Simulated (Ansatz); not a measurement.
I need a rigid scan of one bond length of CH3AlOS, SMILES [OH][AlH][CH]=S. Use Ansatz's Python interface. Level of theory (for the species named): MP2, def2-SVP basis, multiplicity 1.

```
atom    x (Å)    y (Å)    z (Å)
   O  -1.8720   0.4950  -0.1919
  Al  -0.1340   0.6835   0.1691
   C   1.0720  -0.7511  -0.3655
   S   0.6810  -1.9054  -1.0276
   H  -2.2998   0.0788   0.5717
   H   0.4248   1.9949   0.9236
   H   2.1892  -0.6637  -0.1250
```

Script `ch3alos_scan.py`:
```python
# -*- coding: utf-8 -*-
"""Stretching a bond of CH3AlOS, the rest held rigid."""

import logging
import sys

import ansatz as az
from ase import Atoms
import numpy as np

logging.basicConfig(stream=sys.stdout, format="%(name)s: %(message)s")
log = logging.getLogger("ch3alos")
log.setLevel(logging.INFO)


def main():
    atoms = Atoms(["O", "Al", "C", "S", "H", "H", "H"], positions=[
        (-1.872, 0.495, -0.1919),
        (-0.134, 0.6835, 0.1691),
        (1.072, -0.7511, -0.3655),
        (0.681, -1.9054, -1.0276),
        (-2.2998, 0.0788, 0.5717),
        (0.4248, 1.9949, 0.9236),
        (2.1892, -0.6637, -0.125),
    ])
    geometry = az.Crystal.molecule_from_ase(atoms)

    symbols = [site.symbol for site in geometry.cartesian_sites]
    start = np.array([site.position_ang for site in geometry.cartesian_sites])
    axis = (start[2] - start[1]) / np.linalg.norm(start[2] - start[1])
    moving = [2, 3, 6]
    lengths, energies = [1.66, 1.79, 1.95, 2.14, 2.44, 2.92, 3.51, 4.29], []
    for length in lengths:
        xyz = start.copy()
        xyz[moving] += (length - np.linalg.norm(start[2] - start[1])) * axis
        point = az.Crystal.molecule()
        for symbol, place in zip(symbols, xyz):
            point = point.atom(symbol, place.tolist())
        calc = (
            point.calculation()
            .basis(gaussian="def2-SVP")
            .correlation("MP2")
        )
        r = calc.run().report
        energies.append(r["free_energy_ev"])
        log.info(f"r = {length:6.3f} A  E = {energies[-1]:.5f} eV  <S^2> = {abs(r['mean_field']['state']['spin_squared']):.3f}")

    print("energy above the lowest point (eV):", [round(e - min(energies), 3) for e in energies])


if __name__ == "__main__":
    main()
```

```console
$ python ch3alos_scan.py
ch3alos: r =  1.660 A  E = -20518.05783 eV  <S^2> = 0.000
ch3alos: r =  1.790 A  E = -20518.94719 eV  <S^2> = 0.000
ch3alos: r =  1.950 A  E = -20519.32600 eV  <S^2> = 0.000
ch3alos: r =  2.140 A  E = -20519.23663 eV  <S^2> = 0.000
ch3alos: r =  2.440 A  E = -20518.63511 eV  <S^2> = 0.000
ch3alos: r =  2.920 A  E = -20517.56952 eV  <S^2> = 0.000
ch3alos: r =  3.510 A  E = -20516.65757 eV  <S^2> = 0.000
ch3alos: r =  4.290 A  E = -20516.04680 eV  <S^2> = 0.000
energy above the lowest point (eV): [1.268, 0.379, 0.0, 0.089, 0.691, 1.756, 2.668, 3.279]
```

Reading the output:
- Total energies depend on the basis set; only differences at equal settings carry meaning.
- The rest of the molecule is held rigid at a force-field or estimated start geometry, and the basis set is modest; single-reference methods fail as a bond breaks.
- The orbitals are restricted, so S² is zero by construction.
- Toward dissociation an unrestricted state can lie under the restricted one, by tenths of an eV for polar bonds under a functional and by 1 to 2 eV or more for others.
- S² is that of the Hartree-Fock reference.
- Timing: 9.2 s on 1 thread of Arm Neoverse V2, with other jobs on the host, peak memory 0.23 GiB.
